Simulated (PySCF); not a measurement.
# Cl4MoO: the cost of one run

The runs use PySCF 2.14.0; levels as typed in each script, gas phase, geometry from GFN2-xTB.

### 1 Starting geometry

SMILES `O=[Mo](Cl)(Cl)(Cl)Cl`, 6 atoms, charge 0, spin multiplicity 1.

Bond lengths: O1–Mo2 1.629 Å, Mo2–Cl3 2.240 Å, Mo2–Cl4 2.240 Å, Mo2–Cl5 2.240 Å, Mo2–Cl6 2.214 Å. Angles: O1–Mo2–Cl3 92.8°, O1–Mo2–Cl4 92.8°, O1–Mo2–Cl5 92.7°, O1–Mo2–Cl6 180.0°, Cl3–Mo2–Cl4 119.8°, Cl3–Mo2–Cl5 119.8°, Cl3–Mo2–Cl6 87.2°, Cl4–Mo2–Cl5 119.8°, Cl4–Mo2–Cl6 87.2°, Cl5–Mo2–Cl6 87.2°.

Coordinates:

```xyz
6
charge 0, multiplicity 1
O    -0.0036    0.0000    1.8847
Mo   -0.0005    0.0000    0.2553
Cl    1.2828   -1.8334    0.1486
Cl    0.9462    2.0278    0.1481
Cl   -2.2294   -0.1943    0.1438
Cl    0.0034   -0.0001   -1.9582
```

### 2 Response to an electric field (PBE0/def2-svpd)

File input.py:

```python
import numpy as np
from pyscf import gto, scf, dft
from pyscf.scf import atom_ks, atom_hf
from scipy.linalg import block_diag

def solve(mol, dm0=None, hcore=None):
    mf = (dft.UKS if mol.spin else dft.RKS)(mol, xc='pbe0')
    mf.grids.level = 3
    mf = mf.density_fit(auxbasis='def2-universal-jkfit')
    mf.conv_tol, mf.max_cycle = 1e-8, 80
    if hcore is not None:
        mf.get_hcore = lambda *args: hcore
    mf.kernel(dm0)
    if not mf.converged:
        mf = mf.newton().run(mf.mo_coeff, mf.mo_occ, max_cycle=30)
    assert mf.converged, 'SCF not converged'
    return mf

mol = gto.M(atom='''
O     -0.00355    -0.00004     1.88475
Mo    -0.00047    -0.00004     0.25531
Cl     1.28275    -1.83337     0.14856
Cl     0.94616     2.02782     0.14808
Cl    -2.22943    -0.19428     0.14383
Cl     0.00335    -0.00005    -1.95819
''', basis='def2-svpd', ecp={'Mo': 'def2-svpd'}, charge=0, spin=0, verbose=4)
field = np.array([0.0, 0.008, 0.0])  # atomic units
mol.set_common_orig(mol.atom_charges() @ mol.atom_coords() / mol.atom_charges().sum())
mf = solve(mol)
out = dict(dm0=mf.make_rdm1(), d0=mf.dip_moment(unit='AU'), e0=mf.e_tot)
for name, sign in (('p', 1), ('m', -1)):
    h = mf.get_hcore() + sign * np.einsum('x,xij->ij', field, mol.intor('int1e_r'))
    mi = solve(mol, mf.make_rdm1(), h)
    out.update({'dm' + name: mi.make_rdm1(), 'd' + name: mi.dip_moment(unit='AU'), 'e' + name: mi.e_tot})
# spherically averaged free atoms, for the promolecule
atom_ks.AtomSphAverageRKS.init_guess_by_vsap = lambda self, mol=None: self.init_guess_by_minao(mol)  # core potentials
atm = atom_ks.get_atm_nrks(mol, xc='pbe0')
pro = block_diag(*[(atm[a[0]][2] * atm[a[0]][3]) @ atm[a[0]][2].T for a in mol._atom])
np.savez('result.npz', pro=pro, **out)
```

Started as:

```
$ OMP_NUM_THREADS=1 python input.py
```

What time and memory should one allow on 1 thread of AMD EPYC 9R45 (Zen 5), shared host?

About 23 s, with a peak of 0.85 GiB.
